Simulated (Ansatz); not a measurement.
# HfB4C: the cost of one run

Method: DFT PBE, scalar-relativistic, plane waves, PAW, in Ansatz 0.2.0.

## (1) Starting point

Symmetry: P-6m2, No. 187, hexagonal system. The conventional cell has a = 2.924 Å, b = 2.924 Å, c = 7.533 Å, α = 90.00°, β = 90.00°, γ = 120.00°. Around Hf (site symmetry -6m2) lie 8 B at 2.21 to 2.27 Å. Around B (site symmetry 3m) lie 3 B at 1.82 Å and 1 Hf at 2.21 Å. B (site symmetry 3m) is surrounded by 3 B at 1.82 Å and 1 C at 2.25 Å and 3 Hf at 2.27 Å. C (site symmetry -6m2) is surrounded by 8 B at 2.25 to 2.30 Å.

Structure file:

```
Hf B C
1.0
     2.92402    0.00000    0.00000
    -1.46201    2.53228    0.00000
     0.00000    0.00000    7.53283
Hf B C
1 4 1
Direct
  0.00000 0.00000 0.00000
  0.00000 0.00000 0.70717
  0.66667 0.33333 0.79860
  0.66667 0.33333 0.20140
  0.00000 0.00000 0.29283
  0.66667 0.33333 0.50000
```

The cell is invented: species swapped into a database cell of B4OsW (P-6m2, No. 187), with Hf on the Os sites and C on the W sites. Lengths come from tabulated atomic sizes and are only a guess.

## (2) The guess as it stands, on a coarse mesh

File input.yaml:

```yaml
crystal:
  lattice:
    - [2.92402177, 0.0, 0.0]
    - [-1.46201089, 2.53227714, 0.0]
    - [0.0, 0.0, 7.53283363]
  atoms:
    - { symbol: Hf, position: [0.0, 0.0, 0.0] }
    - { symbol: B, position: [0.0, 0.0, 0.70716912] }
    - { symbol: B, position: [0.66666667, 0.33333333, 0.79860198] }
    - { symbol: B, position: [0.66666667, 0.33333333, 0.20139802] }
    - { symbol: B, position: [0.0, 0.0, 0.29283088] }
    - { symbol: C, position: [0.66666667, 0.33333333, 0.5] }
basis:
  ecutwfc: 420
kpoints:
  mp_grid: { grid: [6, 6, 2] }
hamiltonian:
  xc: pbe
scf:
  occupations: { method: gaussian, width: 0.1 }
  lower_state_search: "off"
output:
  forces: true
  stress: true
  eigenvalues: true
```

Started as:

```bash
$ ansatz run input.yaml --threads 1 --pin off --max-ram 2560MiB --backend cpu --events-out ev --progress --plain --runs-dir out
```

Q: Estimate wall time and peak memory on 1 thread of Intel Xeon at 2.70GHz, shared host.

About 2.2 s, with a peak of 0.33 GiB.
